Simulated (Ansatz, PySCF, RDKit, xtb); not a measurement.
**Which structure has the formula CH2GaSi?**

Task: start from the formula CH2GaSi (odd number of electrons), draw up candidate structures, narrow them down in stages, and characterise the one that lies lowest at 298.15 K.

The funnel: GFN2-xTB relaxations, single points with a density functional, relaxations at r2SCAN-D4/def2-SVP, harmonic vibrations, and a last energy at a higher level. All values are calculated.

3 further runs of the same task are left out: 3 set aside as unsound or not needed.

## (1) Candidates

A program enumerates the bonding patterns with one Lewis structure each (two rings at most, one unusual centre or charged pair), with their diastereomers. O–O, O–halogen and N–halogen bonds and N–N–N chains are not drawn. That gives 16 candidates.

c046 [CH]1=[Si][GaH]1; c244 [C]1=[Si+][GaH2-]1; c267 [C]1=[SiH][GaH]1; c472 [CH]1=[SiH][Ga]1; c496 [CH]=[SiH][Ga]; c506 [SiH2]=[C][Ga]; c554 [SiH]#[C][GaH]; c588 [C]1[SiH2][Ga]1; c597 [Si]#[C][GaH2]; c827 [SiH]=[CH][Ga]; c849 [CH2]1[Si][Ga]1; c935 [C]#[SiH-][GaH+]; c948 [Si]=[CH][GaH]; c949 C=[Si][Ga]; c958 C#[Si][GaH]; c994 [C]#[Si][GaH2].

Candidates are built by distance geometry, with a force field where one applies, in up to four conformers (letters a to d). 16 starts with atoms placed at random are added, to find patterns that the rules miss.

**Question.** With final energies at CCSD(T)/def2-SVP + MP2/def2-TZVPP - MP2/def2-SVP, which structure will this search put lowest in free energy, and by what margin?

| quantity | value |
| --- | --- |
| lowest structure found | [CH2]1[Si][Ga]1, doublet, Cs |
| next finalist | [CH]1=[Si][GaH]1, doublet, 8.2 kcal/mol higher in G |
| share at equilibrium, among the finalists | 100.0 % |
| harmonic wavenumbers, lowest and highest (r2SCAN-D4/def2-SVP) | 223 and 3076 cm⁻¹ |
| rotational constants, same geometry | 0.5093, 0.1222, 0.09853 cm⁻¹ |
| dipole moment (PBE0/def2-TZVPD) | 1.39 D |
| HOMO energy (highest over α and β) (PBE0/def2-TZVPD) | -5.54 eV |
| LUMO energy (lowest over α and β) (PBE0/def2-TZVPD) | -2.85 eV |
| lowest excitation (TD-PBE0/def2-SVPD) | 2.23 eV (f = 0.000) |
| strongest of the states computed, same level | 2.88 eV (f = 0.020) |
| vertical ionisation energy (to the singlet cation) | 7.49 eV |
| vertical electron affinity | 1.23 eV |
| vertical quartet less doublet | +2.59 eV |

The lowest structure found is `[CH2]1[Si][Ga]1`. The margin of 8.2 kcal/mol over the next finalist is beyond the usual error of the last level; it says nothing of structures that weren't ranked. r2SCAN-D4/def2-SVP, relaxed and HF/def2-SVP already put its bonding pattern lowest among the structures in one piece; MP2/def2-SVP favours the doublet [Si]=[CH][GaH]. The stability test raises a flag; for an open shell a flag towards a general spinor solution can be the free rotation of the spin. Lowest found is not proven lowest: the search is finite, and each finalist counts with one conformer.
